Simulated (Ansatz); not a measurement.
# BrCl2H2In: the cost of one run

All numbers below are computed with Ansatz 0.2.0 (RKS PBE0-D4/def2-SVP).

1 further run of the same task is left out (it didn't finish).

## (1) The starting structure

Bond lengths: In1–Br2 3.059 Å, In1–Cl3 2.303 Å, In1–Cl4 2.299 Å. Angles: Br2–In1–Cl3 114.8°, Br2–In1–Cl4 113.1°, Cl3–In1–Cl4 124.3°.

Structure file:

```xyz
6

In   -0.4387   -0.2073   -0.6602
Br    0.7004   -1.0393    2.0546
Cl    0.5284   -1.2482   -2.4724
Cl   -2.6461    0.4284   -0.5558
H     1.0016    0.7409    1.2005
H     0.8544    1.3254    0.4334
```

## (2) A restrained relaxation towards end A

Springs on the bonds that form and break draw the guess towards this end; the thresholds are loose.

File input.yaml:

```yaml
crystal:
  periodic: [false, false, false]
  atoms:
    - { symbol: In, position_ang: [-0.4387, -0.2073, -0.6602] }
    - { symbol: Br, position_ang: [0.7004, -1.0393, 2.0546] }
    - { symbol: Cl, position_ang: [0.5284, -1.2482, -2.4724] }
    - { symbol: Cl, position_ang: [-2.6461, 0.4284, -0.5558] }
    - { symbol: H, position_ang: [1.0016, 0.7409, 1.2005] }
    - { symbol: H, position_ang: [0.8544, 1.3254, 0.4334] }
basis:
  gaussian: { orbitals: def2-SVP }
hamiltonian:
  xc: pbe0
  dispersion: d4
relax:
  f_tol: 0.15
  max_steps: 25
  restrain:
    - { distance: [0, 5], at: 3.03, k: 30.0 }
    - { distance: [4, 1], at: 2.81, k: 30.0 }
    - { distance: [0, 1], at: 2.62, k: 30.0 }
    - { distance: [4, 5], at: 0.62, k: 30.0 }
output:
  orbitals: {}
```

On the command line:

```console
$ ansatz run input.yaml --threads 2 --pin off --max-ram 3072MiB --backend cpu --events-out ev --progress --plain --runs-dir out
```

Q: Estimate wall time and peak memory on 2 threads of Intel Xeon 6975P-C (Granite Rapids), shared host.

About 21 s, with a peak of 0.29 GiB.
